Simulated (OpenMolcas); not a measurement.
# Au⁴⁺ among point charges: CASSCF and CASPT2 levels and susceptibility

Aim: the splitting of the states of Au⁴⁺ in the field of 6 point charges, its lowest levels with spin-orbit coupling and its magnetic susceptibility.

The numbers are computed with OpenMolcas 26.06 (state-averaged CASSCF and CASPT2, spin-orbit coupling by RASSI with atomic mean-field integrals), except any that are marked as measured or tabulated.

**1. What is computed**

```
Species                           : Au⁴⁺ (gold, Z = 79, 75 electrons)
Basis                             : ANO-RCC-VDZP [7s6p4d2f], 59 functions
Scalar Hamiltonian                : DKH2, point nucleus
Inactive shells                   : 1s 2s 2p 3s 3p 3d 4s 4p 4d 4f 5s 5p
Active space                      : 7 electrons in 5 orbitals (5d)
Some configurations of this space : 5d7
Orbitals                          : optimised for each spin and parity, averaged over all roots
```

The outer shells:

5d7
```
5d [↑↓][↑↓][↑ ][↑ ][↑ ]
```

The ion sits among 6 point charges of -1.36 e arranged as an octahedron (Oh), 1.98 Å from the ion.

The work runs as a chain of OpenMolcas steps in one folder; each step below is one input file. Labels, J, g values, rates, χT and fits are worked out afterwards by a script from the matrices that RASSI stores. The input lists half of the charges; inversion (Group=XYZ) makes the rest.

**2. One- and two-electron integrals**

File a.inp:

```
&GATEWAY
Coord
1

Au 0.0 0.0 0.0
Basis=ANO-RCC-VDZP
Group=XYZ
NoMove
AngMom=0.0 0.0 0.0
AMFI
XField
3 Angstrom 0
1.980000 0.000000 0.000000 -1.360000
0.000000 1.980000 0.000000 -1.360000
0.000000 0.000000 1.980000 -1.360000
&SEWARD
```

Run with:

```sh
> OMP_NUM_THREADS=1 MOLCAS_MEM=1689 MOLCAS_PROJECT=a pymolcas a.inp > a.log
```

**3. CASSCF: quartets of even parity, 10 roots**

File a.inp:

```
&RASSCF
FileOrb=start.orb
Symmetry=1
Spin=4
nActEl=7 0 0
Inactive=15 19
Ras2=5 0
CIRoot=10 10 1
SDav=10
CIMx=300
Iter=120 100
PrWF=0.3
OrbListing=Nothing
MaxOrb=0
>>> COPY $Project.JobIph JOB001
```

start.orb holds the contracted functions of the basis, ordered by shell, or the orbitals of the step before.

**4. Reference wave functions, doublets of even parity, 40 roots**

File a.inp:

```
&RASSCF
FileOrb=start.orb
Symmetry=1
Spin=2
nActEl=7 0 0
Inactive=15 19
Ras2=5 0
CIRoot=40 40 1
SDav=40
CIMx=300
Iter=120 100
PrWF=0.3
OrbListing=Nothing
MaxOrb=0
>>> COPY $Project.JobIph JOB002
```

**5. RASSI: spin-orbit coupling between the states**

File a.inp:

```
&RASSI
NrOfJobIphs=2 10 40
1 2 3 4 5 6 7 8 9 10
1 2 3 4 5 6 7 8 9 10 11 12 13 14 15 16 17 18 19 20 21 22 23 24 25 26 27
28 29 30 31 32 33 34 35 36 37 38 39 40
IphNames
JOB001
JOB002
EJob
SpinOrbit
DIPRint=1.0
SOCoupling=1000.0
Subsets=2
Property=9
'ANGMOM' 1 'ANGMOM' 2 'ANGMOM' 3 'MLTPL  1' 1 'MLTPL  1' 2 'MLTPL  1' 3
'AMFI' 1 'AMFI' 2 'AMFI' 3
SOProperty=3
'ANGMOM' 1 'ANGMOM' 2 'ANGMOM' 3
```

**6. CASPT2: IPEA 0.25, imaginary shift 0.1 (closed shells correlated: 5s 5p)**

File a.inp:

```
>>> COPY JOB001 $Project.JobIph
&CASPT2
Multistate=10 1 2 3 4 5 6 7 8 9 10
NoMult
Frozen=14 16
IPEA=0.25
Imaginary=0.1
MaxIter=60
WThr=0.0 0.3 0.05
PrWF=0.5
NoMix
>>> COPY JOB002 $Project.JobIph
&CASPT2
Multistate=40 1 2 3 4 5 6 7 8 9 10 11 12 13 14 15 16 17 18 19 20 21 22
23 24 25 26 27 28 29 30 31 32 33 34 35 36 37 38 39 40
NoMult
Frozen=14 16
IPEA=0.25
Imaginary=0.1
MaxIter=60
WThr=0.0 0.3 0.05
PrWF=0.5
NoMix
```

(Steps that only read results are left out.)

Before running it: what results should come out? Wanted: spin-free ground state; first state of the same spin within the active space; lowest level; next level.

The runs gave:

| quantity | value |
| --- | --- |
| method | SS-CASPT2, IPEA 0.25, imaginary shift 0.1 (closed shells correlated: 5s 5p) |
| spin-free ground state | 4T1, 3-fold in its orbital part |
| first state of the same spin within the active space | 4T2 at 5110 cm⁻¹ |
| lowest level | 2-fold Γ6, g = 4.87, 4.87, 4.87 |
| next level | 830.3 cm⁻¹ |
| χT at 300 K | 3.55 cm³ K/mol |
| effective moment at 300 K | 5.33 μB |

Cost by method:

| method | time of its own steps | time with the reference |
| --- | --- | --- |
| A. CASSCF | 8.7 s | 8.7 s |
| B. SS-CASPT2, IPEA 0.25, imaginary shift 0.1, +5s 5p | 3.2 s | 12 s |

Times are of one thread on a shared host.

What this shows: The spin-free ground state (4T1) comes to 98 % from free-ion F terms and keeps the highest spin of the shell. χT at 300 K is 3.55, against 1.88 cm³ K/mol for the spin alone, so orbital moment adds to it. An active space of the d shell alone favours high spin; real ions in strong fields can be low spin. A ligand-field fit to the states below 45000 cm-1 gives 10Dq = 5881 cm-1, B = 854 cm-1 and C = 3793 cm-1 (C/B = 4.44), with a deviation of 309 cm-1. CASPT2 does not keep the components of a term degenerate, and the means are used. The field of point charges can differ much from that of real complexes. With metal d orbitals alone active, the gaps between spin states are rough; where two lie within a few thousand cm-1, their order is open. This is an electrostatic model: the charges have no orbitals.
